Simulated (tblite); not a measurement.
# C7H11P2: the cost of one run

The runs use tblite 0.8.0 and PySCF 2.14.0, with density-fitted response routines of our own; the level of theory stands in each step. All values are computed, except where a source is named. Atoms are numbered from 0 throughout.

## Step 1: The molecule as given

20 atoms, charge 1, multiplicity 1; geometry from: force field or distance geometry start.

Bonds of the start (Å): C0–P1 1.84, P1–C2 1.80, C2–C3 1.41, C3–C4 1.38, C4–C5 1.40, C5–C6 1.39, C6–C7 1.41, C7–P8 1.77, C7–C2 1.40, C0–H9 1.09, C0–H10 1.08, C0–H11 1.09, P1–H12 1.42, C3–H13 1.09, C4–H14 1.10, C5–H15 1.08, C6–H16 1.08, P8–H17 1.42, P8–H18 1.40, P8–H19 1.41.

## Step 2: Optimising the geometry with GFN2-xTB

Job settings and geometry (Å):

```
{"job": {"kind": "relax", "xc": "GFN2-xTB", "basis": "xTB"}, "charge": 1, "multiplicity": 1}
C      2.617000    -0.837900     0.058100
P      1.356800    -0.865800     1.398800
C      0.067500     0.155200     0.656000
C     -0.045900     1.517600     1.013000
C     -1.027200     2.331200     0.471700
C     -1.924400     1.814600    -0.469700
C     -1.832400     0.478200    -0.841600
C     -0.846200    -0.356000    -0.279800
P     -0.822100    -2.048200    -0.802000
H      2.259900    -1.407000    -0.803700
H      3.542100    -1.282300     0.404800
H      2.816500     0.186300    -0.259400
H      1.966000     0.095300     2.254900
H      0.642300     1.940400     1.747200
H     -1.095000     3.385000     0.762600
H     -2.687800     2.453400    -0.889300
H     -2.537200     0.077900    -1.559200
H     -2.120400    -2.515200    -1.130400
H     -0.021100    -2.217100    -1.941800
H     -0.313500    -2.894900     0.206700
```

The run is started by

```
> OMP_NUM_THREADS=1 python probes_run.py task.json out
```

The driver reads the jobs from task.json and runs them one after another.

Q: Estimate the wall time and peak memory of this first job on 1 thread of Arm Neoverse V1, shared host.

About 1.1 s, with a peak of 0.18 GiB.
